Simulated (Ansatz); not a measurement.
# W: a line through an energy map

One table from this session's results is given with a row withheld; the runs are named, their logs left out.

The COD cell was measured well above room temperature, so it is larger than a cold one.

Computed with Ansatz 0.2.0 (DFT LDA, scalar-relativistic, plane waves, PAW, unless a step's input says otherwise).

24 further runs of the same task are left out: 24 set aside as unsound or not needed.

## The system as given

It takes space group Im-3m (No. 229, cubic). The conventional cell has a = 3.136 Å, b = 3.136 Å, c = 3.136 Å, α = 90.00°, β = 90.00°, γ = 90.00°. Around W (site symmetry m-3m) lie 8 W at 2.72 Å.

Coordinates:

```cif
data_structure
_symmetry_space_group_name_H-M 'Im-3m'
_symmetry_Int_Tables_number 229
_cell_length_a 3.1362
_cell_length_b 3.1362
_cell_length_c 3.1362
_cell_angle_alpha 90.000
_cell_angle_beta 90.000
_cell_angle_gamma 90.000
_cell_volume 30.85
loop_
_atom_site_label
_atom_site_type_symbol
_atom_site_symmetry_multiplicity
_atom_site_Wyckoff_symbol
_atom_site_fract_x
_atom_site_fract_y
_atom_site_fract_z
_atom_site_occupancy
W1 W 2 a 0.00000 0.00000 0.00000 1
```

It is the result of an earlier relaxation at this level (volume 15.42 Å³/atom; gap on the mesh: none (metal)).

## What is varied

The energy is mapped over volume and the cell's shape.

The axes are (1) volume per atom: 7 values from 13.57 to 17.27 Å³; (2) length along [111] over the lengths across it, relative to the cubic cell: 9 values from 0.452 to 2.211.

Nothing else is relaxed (symmetry fixes all fractional coordinates). Energies count from the relaxed crystal. Points are written as (first, second).

The first run:

Input file input.yaml:

```yaml
crystal:
  lattice:
    - [-1.1192613579, 1.5530697792, 1.5530697792]
    - [1.5530697792, -1.1192613579, 1.5530697792]
    - [1.5530697792, 1.5530697792, -1.1192613579]
  atoms:
    - { symbol: W, position: [0.0, 0.0, 0.0] }
basis:
  ecutwfc: 420
kpoints:
  mp_grid: { grid: [22, 22, 22] }
hamiltonian:
  xc: lda
  pseudopotentials: { kind: paw, azcp: { folder: soft_1 } }
scf:
  occupations: { method: gaussian, width: 0.15 }
output:
  forces: true
  stress: true
  eigenvalues: true
```

The run is started by

```sh
$ ansatz run input.yaml --threads 1 --pin off --max-ram 2048MiB --backend cpu --events-out ev --progress --plain --runs-dir out
```

Steps of the session up to this table: The run at (14.19 Å³, 1.487); Grid point (14.81 Å³, 1.487); The run at (15.42 Å³, 1.487); The run at (16.04 Å³, 1.487); The run at (16.66 Å³, 1.487); Point (17.27 Å³, 1.487).

One of the session's tables, all rows but one given; the rest of the session is left out.

```
volume per atom (Å³)  energy (meV/atom)  slope (meV/atom per Å³)  pressure (GPa)
               13.57               1572                     −514              82
               14.19               1302                     −365              58
               14.81               1116                     −243              39
               15.42                  ?                        ?               ?
               16.04                935                      −61              10
               16.66                919                        7              −1
               17.27                942                       63             −10
```

Q: Estimate the row for volume per atom (Å³) = 15.42 from the others.

Worked estimate for «energy (meV/atom)». A straight line through the neighbours (14.81, 1116) and (16.04, 935) gives 1116 + (935 − 1116) × (15.42 − 14.81) / (16.04 − 14.81) = 1026; a parabola fitted to 4 rows on both sides gives 998.

As computed: energy (meV/atom): 997; slope (meV/atom per Å³): −143; pressure (GPa): 23. In «energy (meV/atom)» the line misses by +29 and the parabola by +1.

Energies count from the relaxed crystal. Rows without a step come from runs not printed here or follow by symmetry.

What this shows: The lowest point of the line is at 16.66 Å³, 919 meV/atom from the zero. V·d²E/dV² there is about 270 GPa, a bulk modulus under this line's constraint. The highest point computed, at 13.57 Å³, lies 652 meV/atom above the lowest.

Caveats from the session: Warnings in the runs' records: pseudo functional mismatch.
